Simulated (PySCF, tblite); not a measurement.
# C₂H₈BGeO₂ radical: geometry, infrared bands and EPR parameters

Aim: predict the infrared bands and EPR parameters of C₂H₈BGeO₂ radical (`CO[B]([GeH2])OC`).

Programs: tblite 0.8.0 and PySCF 2.14.0, with density-fitted response routines of our own. Each step states its level of theory. These are calculated values for one molecule in the gas phase, unless marked as measured. Atoms are numbered from 0 throughout.

## Step 1: Starting geometry

14 atoms, charge 0, multiplicity 2; geometry from: force field or distance geometry start.

Bonds of the start (Å): C0–O1 1.39, O1–B2 1.45, B2–Ge3 2.05, B2–O4 1.48, O4–C5 1.39, C0–H6 1.10, C0–H7 1.11, C0–H8 1.12, Ge3–H9 1.57, Ge3–H10 1.54, C5–H11 1.11, C5–H12 1.10, C5–H13 1.11.

## Step 2: Geometry optimisation with GFN2-xTB

The job: settings as JSON, then the geometry in Å.

```
{"job": {"kind": "relax", "xc": "GFN2-xTB", "basis": "xTB"}, "charge": 0, "multiplicity": 2}
C      2.269100    -0.272100     0.256700
O      1.294400     0.339000     1.040600
B     -0.034900     0.264500     0.460800
Ge    -0.886500     2.086400     0.072500
O     -0.955400    -0.705600     1.085200
C     -1.783900    -1.335300     0.169400
H      2.260100     0.078100    -0.789900
H      2.128700    -1.368700     0.254300
H      3.292700    -0.099400     0.665300
H     -1.755200     2.516700     1.306200
H      0.252100     3.110400    -0.065400
H     -1.191000    -2.044000    -0.441300
H     -2.343700    -0.650200    -0.480700
H     -2.547200    -1.920500     0.724100
```

Run with:

```sh
OMP_NUM_THREADS=1 python probes_run.py task.json out
```

One launch serves the whole session: the jobs run in the order shown.

The log of the run:

```text
step      E/eV     max force
  0    -533.70113    3.829
  1    -534.09797    2.567
  2    -534.35788    2.053
  3    -534.46676    1.165
  4    -534.57220    0.843
  5    -534.60229    0.648
  6    -534.67877    0.551
  7    -534.70385    0.569
  8    -534.77276    0.683
  9    -534.82090    0.624
 10    -534.88469    0.568
 11    -534.93359    0.550
 12    -534.98218    0.593
 13    -535.01522    0.482
 14    -535.04365    0.365
 15    -535.06421    0.397
 16    -535.08649    0.410
 17    -535.10824    0.438
 18    -535.12960    0.330
 19    -535.15083    0.339
 20    -535.16137    0.299
 21    -535.17745    0.284
 22    -535.18898    0.258
 23    -535.20112    0.266
 24    -535.21203    0.275
 25    -535.22301    0.305
 26    -535.23489    0.305
 27    -535.24675    0.281
 28    -535.25975    0.285
 29    -535.27325    0.324
 30    -535.28469    0.416
 31    -535.29406    0.343
 32    -535.30590    0.271
 33    -535.31456    0.175
 34    -535.32106    0.255
 35    -535.32522    0.234
 36    -535.32964    0.152
 37    -535.33362    0.139
 38    -535.33607    0.128
 39    -535.33771    0.128
 40    -535.33949    0.109
 41    -535.34169    0.113
 42    -535.34411    0.131
 43    -535.34649    0.144
 44    -535.34871    0.150
 45    -535.35094    0.137
 46    -535.35311    0.103
 47    -535.35471    0.098
 48    -535.35589    0.096
 49    -535.35676    0.084
 50    -535.35732    0.064
 51    -535.35767    0.044
 52    -535.35786    0.036
 53    -535.35801    0.034
 54    -535.35820    0.034
 55    -535.35844    0.039
 56    -535.35871    0.044
 57    -535.35900    0.044
 58    -535.35932    0.054
 59    -535.35973    0.069
 60    -535.36029    0.068
 61    -535.36090    0.066
 62    -535.36148    0.059
 63    -535.36202    0.062
 64    -535.36253    0.054
 65    -535.36293    0.053
 66    -535.36324    0.058
 67    -535.36353    0.045
 68    -535.36381    0.035
 69    -535.36407    0.031
 70    -535.36426    0.039
 71    -535.36445    0.038
 72    -535.36469    0.033
 73    -535.36496    0.036
 74    -535.36519    0.037
 75    -535.36541    0.038
 76    -535.36569    0.043
 77    -535.36610    0.046
 78    -535.36656    0.048
 79    -535.36695    0.049
 80    -535.36725    0.046
 81    -535.36750    0.042
 82    -535.36774    0.041
 83    -535.36792    0.033
 84    -535.36804    0.028
 85    -535.36815    0.026
 86    -535.36829    0.030
 87    -535.36846    0.043
 88    -535.36868    0.047
 89    -535.36897    0.043
 90    -535.36934    0.055
 91    -535.36983    0.054
 92    -535.37025    0.036
 93    -535.37046    0.019
 94    -535.37051    0.009
```

Wall time 0.4 s (1 thread of Arm Neoverse V2, shared host).

Step by step: (not every step is listed)

```tsv
step	energy from step 0 (eV)	largest force (eV/Å)
0	0.0000	3.8288
1	-0.3968	2.5665
2	-0.6567	2.0528
3	-0.7656	1.1653
4	-0.8711	0.8435
5	-0.9012	0.6482
6	-0.9776	0.5507
7	-1.0027	0.5685
8	-1.0716	0.6829
16	-1.3854	0.4100
24	-1.5109	0.2750
32	-1.6048	0.2714
40	-1.6384	0.1089
48	-1.6548	0.0959
56	-1.6576	0.0438
64	-1.6614	0.0538
72	-1.6636	0.0335
80	-1.6661	0.0458
88	-1.6676	0.0471
89	-1.6678	0.0425
90	-1.6682	0.0554
91	-1.6687	0.0545
92	-1.6691	0.0362
93	-1.6693	0.0190
94	-1.6694	0.0090
```

Distances of close pairs at the start and the end, largest changes first:

```tsv
bond	before (Å)	after (Å)	change (Å)
B2–O4	1.476	1.344	-0.132
O1–B2	1.452	1.338	-0.114
C0–O1	1.392	1.417	+0.025
C0–H8	1.116	1.091	-0.025
C5–H13	1.110	1.093	-0.018
O4–C5	1.386	1.403	+0.017
B2–Ge3	2.048	2.065	+0.017
C5–H11	1.108	1.092	-0.016
```

The next job starts from the end point, and lists it.

## Step 3: Infrared spectrum with GFN2-xTB

The job: settings as JSON, then the geometry in Å.

```
{"job": {"kind": "ir", "xc": "GFN2-xTB", "basis": "xTB"}, "charge": 0, "multiplicity": 2}
C      2.386461    -0.366474     0.304380
O      1.363045     0.608447     0.197744
B      0.052261     0.340077     0.173942
Ge    -1.012574     2.096616    -0.037206
O     -0.418740    -0.917246     0.239917
C     -1.778909    -1.259689     0.201686
H      2.906818    -0.434182    -0.653265
H      1.968279    -1.338774     0.565701
H      3.085948    -0.039371     1.074768
H     -2.053920     2.179597     1.115332
H     -0.099604     3.209775     0.496543
H     -1.924181    -2.020576    -0.568009
H     -2.404014    -0.389442    -0.025176
H     -2.071547    -1.669231     1.171502
```

The log of the run:

```text
mode    cm-1     km/mol
  1      34.7      0.09
  2      63.1      0.54
  3     113.0      2.20
  4     125.1      1.76
  5     132.0      0.96
  6     151.0      4.50
  7     165.6      1.83
  8     263.2      3.07
  9     359.5     57.29
 10     373.5     15.74
 11     500.9     30.80
 12     561.0     24.40
 13     580.6     18.42
 14     889.0    436.64
 15     953.5     30.44
 16    1007.9    112.30
 17    1118.7     12.00
 18    1121.0     21.30
 19    1133.4      6.09
 20    1137.7     25.28
 21    1196.2    166.51
 22    1297.2    463.58
 23    1395.2     17.29
 24    1415.5     46.88
 25    1459.5      3.40
 26    1464.4      4.32
 27    1468.0      6.76
 28    1471.9      6.41
 29    1663.9    759.40
 30    1809.1    839.73
 31    2920.1     28.63
 32    2961.0     22.01
 33    2967.7     27.63
 34    2974.8     28.29
 35    2986.5     22.03
 36    2992.1     19.22
```

It took 0.29 s on 1 thread of Arm Neoverse V2, shared host.

The strongest bands and the atoms that carry them (share of the mass-weighted mode):

```tsv
cm⁻¹	km/mol	atoms
360	57.3	B2 36 %, H9 31 %, O1 16 %
889	436.6	H9 43 %, H10 38 %
1008	112.3	C5 24 %, B2 24 %, O4 18 %, O1 12 %
1196	166.5	O4 27 %, O1 22 %, B2 18 %, C5 12 %
1297	463.6	B2 49 %, O4 17 %, O1 14 %
1416	46.9	H12 27 %, H11 23 %, H13 23 %
1664	759.4	H9 86 %, H10 12 %
1809	839.7	H10 86 %, H9 12 %
```

## Step 4: g tensor and hyperfine couplings: B3LYP/def2-TZVP-core+pcH-1

Same as in step 3 but for these lines:

```diff
@@ -1,2 +1,2 @@
-{"job": {"kind": "ir", "xc": "GFN2-xTB", "basis": "xTB"}, "charge": 0, "multiplicity": 2}
+{"job": {"kind": "epr", "basis": "pcH-1"}, "charge": 0, "multiplicity": 2}
 C      2.386461    -0.366474     0.304380
```

With the program's defaults for keys left out, this is: UKS B3LYP, def2-TZVP-core on Ge, pcH-1 on B C H O, non-relativistic, mean-field spin-orbit, GIAO.

The log of the run:

```text
UKS, coarse grid
  cycle   1  E = -2333.26393674  |g| = 1.43e+00
  cycle   2  E = -2332.87457132  |g| = 1.38e+00
  cycle   3  E = -2333.33845814  |g| = 5.56e-01
  cycle   4  E = -2333.44112024  |g| = 1.16e-01
  cycle   5  E = -2333.44318630  |g| = 4.63e-02
  cycle   6  E = -2333.44370673  |g| = 1.64e-02
  cycle   7  E = -2333.44379383  |g| = 4.13e-03
  cycle   8  E = -2333.44380013  |g| = 1.06e-03
  cycle   9  E = -2333.44380216  |g| = 4.59e-04
UKS, final grid
  cycle   1  E = -2333.44375034  |g| = 2.89e-04
  cycle   2  E = -2333.44375033  |g| = 3.47e-04
  cycle   3  E = -2333.44375039  |g| = 6.25e-05
  cycle   4  E = -2333.44375039  |g| = 3.87e-05
  cycle   5  E = -2333.44375039  |g| = 8.90e-06
E = -2333.44375039 Eh   <S^2> = 0.7525 (exact 0.7500)
g shifts (ppm)      1          2          3
  rmc          -149       -149       -149
  gc             -9         17          8
  oz_so          47      20744      27726
  total        -110      20613      27586
hyperfine (MHz)  atom isotope    a_iso     a_fc   dipolar eigenvalues
    0   13C       4.26       4.27     -1.18     -1.04      2.23
    1   17O     -34.06     -34.18     -7.40      3.13      4.26
    2   11B      76.00      76.17     -7.39     -6.21     13.60
    3  73Ge    -177.16    -179.73    -66.26     32.37     33.89
    4   17O      -1.16      -1.35     -7.97      3.22      4.75
    5   13C      -0.61      -0.61     -0.56     -0.04      0.60
    6    1H       3.23       3.23     -1.15     -0.31      1.46
    7    1H      -0.55      -0.55     -1.25     -0.53      1.78
    8    1H      -0.06      -0.06     -1.13     -0.82      1.96
    9    1H      20.98      20.72     -8.48      1.98      6.49
   10    1H      48.35      48.11     -8.37      1.37      7.00
   11    1H       0.25       0.25     -1.07     -0.72      1.79
   12    1H       0.88       0.84     -2.83     -1.47      4.30
   13    1H      -0.16      -0.16     -1.08     -0.94      2.02
```

It took 2.6 min on 1 thread of Arm Neoverse V2, shared host; peak memory 1.2 GiB.

Principal g values 2.00221, 2.02293, 2.02991; g(iso) = 2.01835, against 2.00232 for a free electron.

Hyperfine couplings; where a row names several nuclei, a(iso) is their mean (it holds for fast rotation or exchange) and the dipolar term the largest among them:

```tsv
nuclei	isotope	a(iso) (MHz)	a(iso) (G, at g = 2.0023)	largest dipolar term (MHz)
Ge3	73Ge	-177.2	-63.2	-66.3
B2	11B	76.0	27.1	13.6
H9, H10	1H	34.7	12.4	-8.5
O1, O4	17O	-17.6	-6.3	-8.0
C0, C5	13C	1.8	0.7	2.2
H6, H7, H8, H11, H12, H13	1H	0.6	0.2	4.3
```

Mulliken spin populations:

C0 0.01; O1 0.01; B2 0.07; Ge3 0.87; O4 0.01; C5 0.00; H6 0.00; H7 0.00; H8 0.00; H9 0.01; H10 0.02; H11 0.00; H12 0.00; H13 0.00

In first order the couplings over 0.8 MHz of 11B, 1H give 12 distinct lines over 106.1 G, if the averaged nuclei exchange fast.

Orbitals, density, ELF and potential are computed afterwards from the orbital file.

ELF in a plane through or near 7 of the atoms.

Ten even steps from '0' (0.00) to '9' (1.00):
```
0000000000000000000000000000
0000000000000000000000000000
0000000000000000000000000000
0000000000000000000000000000
0000000000000000000000000000
0000000012000000023100000000
0000000499601441146410000000
0000000699903887423520000000
0000012479502742745874000000
0000257454432587317998200000
0000468747686214201442000000
0000233127885369621000000000
0000000026730352137985100000
0000000000000331239998300000
0000000000049997348997200000
0000000000499999623442000000
0000000000289999500000000000
0000000000004664100000000000
0000000000000000000000000000
0000000000000000000000000000
```
The map spans 11.4 Å across and 11.6 Å up, centred on the molecule. Atoms in the plane (x, y in Å): C0 (-2.4, 0.4), O1 (-1.4, -0.6), B2 (-0.1, -0.3), O4 (0.4, 0.9), C5 (1.8, 1.3), H10 (0.1, -3.2), H12 (2.4, 0.4).

On the surface of density 0.002 e/bohr³ the electrostatic potential runs, from the 1st to the 99th percentile, from -1.20 V near O1 to 0.92 V near H11.

The spin density lies nearest to Ge3 69 %; B2 11 %; H10 8 %.

## Step 5: What came out

| quantity | value |
| --- | --- |
| strongest single infrared mode (GFN2-xTB) | 1809 cm⁻¹, 840 km/mol |
| zero-point energy (GFN2-xTB) | 61.8 kcal/mol |
| g(iso) (B3LYP) | 2.01835 |
| ⟨S²⟩ | 0.753 (exact 0.75) |
| largest a(iso) (averaged by class) | 73Ge on Ge3, -177.2 MHz |
| surface potential, 1st and 99th percentile | -1.20 V and 0.92 V |

The optimisation took 94 steps and gained 1.669 eV; among the close pairs (by a distance rule), B2–O4 changed most, from 1.476 to 1.344 Å. All 36 modes are real, so the xTB geometry is a minimum. The strongest single mode, at 1809 cm⁻¹, moves mainly H10. Unscaled tight-binding wavenumbers are off by several per cent, some by more. Its intensities can rank the bands wrongly. Ge3 carries the largest spin population, 0.87 e. The isotropic g lies 16.0 ppt above the free-electron value. The hyperfine terms hold no scalar relativity, which the heavier nuclei need.
